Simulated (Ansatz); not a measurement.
# BClH₂O₂: taking an electron away

Aim: the vertical ionisation energy of BClH₂O₂, as cation minus neutral at the neutral's geometry, on several levels, and how well −ε(HOMO) stands in for it.

Program: Ansatz 0.2.0, Gaussian basis. Level of theory: unrestricted cation, the program's frozen cores in correlated methods. These are calculated values, not measurements.

Levels to be run: UKS PBE-D4/def2-TZVPP; UKS r2SCAN-D4/def2-TZVPP; UKS PBE0-D4/def2-TZVPP; UKS B3LYP-D4/def2-TZVPP; UKS wB97X-V/def2-TZVPP; UKS wB97M-V/def2-TZVPP; UKS B2PLYP/def2-TZVPP; UHF-CCSD(T)/def2-TZVPP; UHF-CCSD(T)/def2-QZVPP; extrapolation to the limit; then −ε(HOMO) from the neutral's earlier runs with LDA (SPW92), PBE-D4, revPBE-D4, BLYP-D4, r2SCAN-D4, B97M-V, PBE0-D4, B3LYP-D4, r2SCANh-D4, r2SCAN0-D4, HSE06-D4, BHLYP-D4, CAM-B3LYP-D4, LC-ωPBE, ωB97X-V, ωB97M-V.

### Step 1. Structure used throughout

All runs share one geometry, relaxed beforehand with PBE0-D4 in a triple-zeta def2 set.

SMILES `OB(O)Cl`, 6 atoms, charge 0, spin multiplicity 1.

Atoms are counted from 1 here; the program's logs count them from 0.

Bond lengths: O1–B2 1.357 Å, O1–H5 0.960 Å, B2–O3 1.349 Å, B2–Cl4 1.771 Å, O3–H6 0.962 Å. Angles: B2–O1–H5 113.5°, O1–B2–O3 121.0°, O1–B2–Cl4 120.9°, O3–B2–Cl4 118.0°, B2–O3–H6 112.0°.

Geometry (Å):

```mol
BClH2O2
  3D, bonds by distance, orders not assigned

  6  5  0  0  0  0  0  0  0  0999 V2000
    0.1578    1.0254   -0.4421 O   0  0
   -0.1280   -0.2276   -0.0073 B   0  0
    0.6092   -0.8139    0.9581 O   0  0
   -1.4814   -1.1414   -0.6917 Cl  0  0
   -0.4344    1.3365   -1.1300 H   0  0
    1.3190   -0.2430    1.2670 H   0  0
  1  2  8  0
  2  3  8  0
  2  4  8  0
  1  5  8  0
  3  6  8  0
M  END
```

### Step 2. Cation, UKS PBE-D4/def2-TZVPP

Contents of in.yaml:

```yaml
crystal:
  periodic: [false, false, false]
  atoms:
    - {symbol: O, position_ang: [0.157763, 1.025353, -0.442076]}
    - {symbol: B, position_ang: [-0.128038, -0.227550, -0.007300]}
    - {symbol: O, position_ang: [0.609247, -0.813859, 0.958057]}
    - {symbol: Cl, position_ang: [-1.481443, -1.141367, -0.691707]}
    - {symbol: H, position_ang: [-0.434413, 1.336483, -1.130037]}
    - {symbol: H, position_ang: [1.318984, -0.242961, 1.266962]}
basis:
  gaussian: {orbitals: def2-TZVPP}
total_charge: 1
magnetization: {spin_polarized: true, initial_magnetization: 1}
hamiltonian: {xc: pbe, dispersion: d4}
```

The run is started by

```
$ ansatz run in.yaml --threads 2 --pin off --events-out ev --progress --plain --max-ram 32768MiB --backend cpu
```

Further steps of the session: Cation, UKS r2SCAN-D4/def2-TZVPP; Cation, UKS PBE0-D4/def2-TZVPP; Cation, UKS B3LYP-D4/def2-TZVPP; Cation, UKS wB97X-V/def2-TZVPP; Cation, UKS wB97M-V/def2-TZVPP; Cation, UKS B2PLYP (frozen core)/def2-TZVPP; Cation, UHF-CCSD(T)/def2-TZVPP; Cation, UHF-CCSD(T)/def2-QZVPP.

Q: Predict the results of all the runs planned. Wanted: ionisation energy, CCSD(T)/CBS; nearest functional by difference; nearest −ε(HOMO); −ε(HOMO) of PBE; T1 of the cation.

The runs gave:

| quantity | value |
| --- | --- |
| ionisation energy, CCSD(T)/CBS | 12.17 eV |
| nearest functional by difference | ωB97X-V (-0.17 eV) |
| nearest −ε(HOMO) | LC-ωPBE (-0.15 eV) |
| −ε(HOMO) of PBE | 7.64 eV |
| T1 of the cation | 0.022 |

By cation minus neutral, the functionals miss by 0.85 eV at most. The PBE orbital energy is 4.5 eV too small: a semilocal HOMO is no ionisation energy. Among orbital estimates LC-ωPBE comes nearest. Hartree-Fock falls 1.17 eV short, as the neutral has more correlation energy than the cation.
